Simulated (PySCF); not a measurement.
# SiF3 (SMILES F[Si](F)F): levels of theory compared

We compute a comparison of 6 runs (U-r2SCAN/STO-3G, U-wB97X-V/STO-3G, UB2PLYP/STO-3G, UB3LYP/STO-3G, UPBE/STO-3G, UCCSD(T)/STO-3G) of SiF3. The job is set up through a Python script.

Program for the calculation: PySCF 2.14.0.

7 further runs of the same task are left out: 1 that didn't finish, 6 set aside as unsound or not needed.

### 1 Starting point

The species is SiF3 (4 atoms), meant as a doublet with charge 0. SMILES: `F[Si](F)F`. The Si2–F3 distance was set to 2.846 Å, away from the relaxed value. At this shape a bond of the SMILES string is far longer than usual.

Bond lengths: F1–Si2 1.581 Å, Si2–F4 1.581 Å. Angles: F1–Si2–F4 107.9°. A long bond or contact: Si2–F3 2.846 Å.

### 2 A single-point energy at U-r2SCAN/STO-3G (run 1)

Input file input.py:

```python
from pyscf import gto, dft

mol = gto.M(
    atom=[
    ('F', (1.354054, 0.377201, 1.854590)),
    ('Si', (0.286454, 1.097301, 0.937170)),
    ('F', (-0.994260, -0.892250, -0.644340)),
    ('F', (1.061364, 2.070471, -0.038750)),
],
    charge=0,
    verbose=4,
    spin=1,
    max_memory=1860,
    basis='sto-3g',
)

calc0 = dft.UKS(mol, xc='r2scan')
calc0.grids.level = 5
calc0.conv_tol = 1e-10
calc0.kernel()
if not calc0.converged:
    calc0 = calc0.newton().run(calc0.mo_coeff, calc0.mo_occ)

energy = calc0.e_tot
print(f'total energy: {energy:.8f} hartree')
```

Started as:

```console
$ OMP_NUM_THREADS=1 python input.py
```

What it wrote:

```text
PySCF version 2.14.0

[INPUT] num. atoms = 4
[INPUT] num. electrons = 41
[INPUT] charge = 0
[INPUT] spin (= nelec alpha-beta = 2S) = 1
[INPUT] symmetry False subgroup None
[INPUT] Mole.unit = angstrom
[INPUT] Symbol           X                Y                Z      unit          X                Y                Z       unit  Magmom
[INPUT]  1 F      1.354054000000   0.377201000000   1.854590000000 AA    2.558791217872   0.712806583912   3.504667173357 Bohr   0.0
[INPUT]  2 Si     0.286454000000   1.097301000000   0.937170000000 AA    0.541319607286   2.073598366211   1.770994632159 Bohr   0.0
[INPUT]  3 F     -0.994260000000  -0.892250000000  -0.644340000000 AA   -1.878879096610  -1.686108134643  -1.217626131102 Bohr   0.0
[INPUT]  4 F      1.061364000000   2.070471000000  -0.038750000000 AA    2.005687278473   3.912623138854  -0.073226887327 Bohr   0.0

nuclear repulsion = 147.976915585514
number of shells = 14
number of NR pGTOs = 72
number of NR cGTOs = 24
basis = sto-3g
ecp = {}

[... 37 lines left out ...]
WARN: HOMO -0.278778415507251 >= LUMO -0.278778415507248
[... 126 lines left out ...]
converged SCF energy = -581.110039536761  <S^2> = 0.75380409  2S+1 = 2.0038005
total energy: -581.11003954 hartree
```

Run time: 29 s. Hardware: 1 thread of Intel Xeon Platinum 8259CL at 2.50GHz (Skylake/Cascade Lake), shared host; peak memory 0.24 GiB.

### 3 The energy at U-wB97X-V/STO-3G (run 2)

Input file input.py:

```python
from pyscf import gto, dft

mol = gto.M(
    atom=[
    ('F', (1.354054, 0.377201, 1.854590)),
    ('Si', (0.286454, 1.097301, 0.937170)),
    ('F', (-0.994260, -0.892250, -0.644340)),
    ('F', (1.061364, 2.070471, -0.038750)),
],
    max_memory=1860,
    charge=0,
    spin=1,
    basis='sto-3g',
    verbose=3,
)

myscf = dft.UKS(mol)
myscf.xc = 'wb97x-v'
myscf.conv_tol = 1e-10
myscf.grids.level = 5
myscf.nlcgrids.level = 1
myscf.kernel()
if not myscf.converged:
    myscf = myscf.newton().run(myscf.mo_coeff, myscf.mo_occ)

e_final = myscf.e_tot
print('E = %.10f Eh' % e_final)
```

Started as:

```console
$ OMP_NUM_THREADS=1 python input.py
```

What it wrote:

```text
WARN: HOMO -0.297873036154733 >= LUMO -0.297873036154732

converged SCF energy = -581.078256997198  <S^2> = 0.75009428  2S+1 = 2.0000943
E = -581.0782569972 Eh
```

It took 84 s on 1 thread of Intel Xeon Platinum 8259CL at 2.50GHz (Skylake/Cascade Lake), shared host; peak memory 0.23 GiB.

Runs 3 to 5 aren't shown in full; the table further down has their settings and results.

### 4 A single-point energy at UCCSD(T)/STO-3G (run 6)

Input file start.xyz:

```xyz
4

F      1.354054     0.377201     1.854590
Si     0.286454     1.097301     0.937170
F     -0.994260    -0.892250    -0.644340
F      1.061364     2.070471    -0.038750
```

Input file input.py:

```python
from pyscf import gto, cc

molecule = gto.Mole()
molecule.atom = 'start.xyz'
molecule.spin = 1
molecule.basis = 'sto-3g'
molecule.verbose = 3
molecule.max_memory = 1860
molecule.build()

calc0 = molecule.UHF()
calc0.conv_tol = 1e-10
calc0.kernel()
if not calc0.converged:
    calc0 = calc0.newton().run(calc0.mo_coeff, calc0.mo_occ)

mycc = cc.CCSD(calc0, frozen=8)
mycc.kernel()
e_t = mycc.ccsd_t()
e_final = mycc.e_tot + e_t
print('E = %.10f Eh' % e_final)
```

Started as:

```console
$ OMP_NUM_THREADS=1 python input.py
```

What it wrote:

```text
WARN: HOMO 0.128681410945567 >= LUMO 0.12916455395489

converged SCF energy = -579.660924522325  <S^2> = 0.75224928  2S+1 = 2.002248
E(UCCSD) = -579.7416186488693  E_corr = -0.08069412654396113
UCCSD(T) correction = -0.00886406588003598
E = -579.7504827147 Eh
```

Wall time 2.1 s (1 thread of Intel Xeon Platinum 8259CL at 2.50GHz (Skylake/Cascade Lake), shared host); peak memory 0.12 GiB.

### 5 The series

| run | level | nlc grid | frozen core orbitals | energy (Eh) | dipole moment (D) of the reference | HOMO energy (eV) | LUMO energy (eV) | wall time |
| --- | --- | --- | --- | --- | --- | --- | --- | --- |
| 1 | U-r2SCAN/STO-3G | – | – | -581.110040 | 0.99 | -2.17 | -0.28 | 29 s |
| 2 | U-wB97X-V/STO-3G | 1 | – | -581.078257 | 0.18 | -5.06 | 2.86 | 84 s |
| 3 | UB2PLYP/STO-3G | – | 8 | -580.753413 | 0.10 | -4.33 | 3.49 | 16 s |
| 4 | UB3LYP/STO-3G | – | – | -581.176036 | 0.73 | -2.98 | 0.43 | 17 s |
| 5 | UPBE/STO-3G | – | – | -580.748487 | 1.36 | -1.09 | -0.59 | 28 s |
| 6 | UCCSD(T)/STO-3G | – | 8 | -579.750483 | 0.45 | -6.44 | 6.88 | 2.1 s |

### 6 Results

| quantity | value |
| --- | --- |
| run 6: total energy | -579.75048 Eh |
| run 6: dipole moment (Hartree–Fock density) | 0.45 D |
| run 6: HOMO energy (Hartree–Fock orbitals) (highest over α and β) | -6.44 eV |
| run 6: LUMO energy (Hartree–Fock orbitals) (lowest over α and β) | 6.88 eV |
| run 6: correlation energy (8 core orbitals frozen) | -89.6 mEh |
| run 6: (T) correction | -8.86 mEh |
| run 6: ⟨S²⟩ of the reference determinant | 0.752 |
| run 6: T1 diagnostic | 0.022 |

**Reading.** Over runs 1, 2, 3, 4, 5 the dipole moment (its size) runs from 0.10 D (UB2PLYP/STO-3G) to 1.36 D (UPBE/STO-3G). A double hybrid's value is that of its SCF part. Totals of different functionals can't be ranked against each other. In runs 1, 2, 3, 4, 5, 6 the basis is minimal, so the values are rough. All runs together took 2.9 min, the longest 84 s.
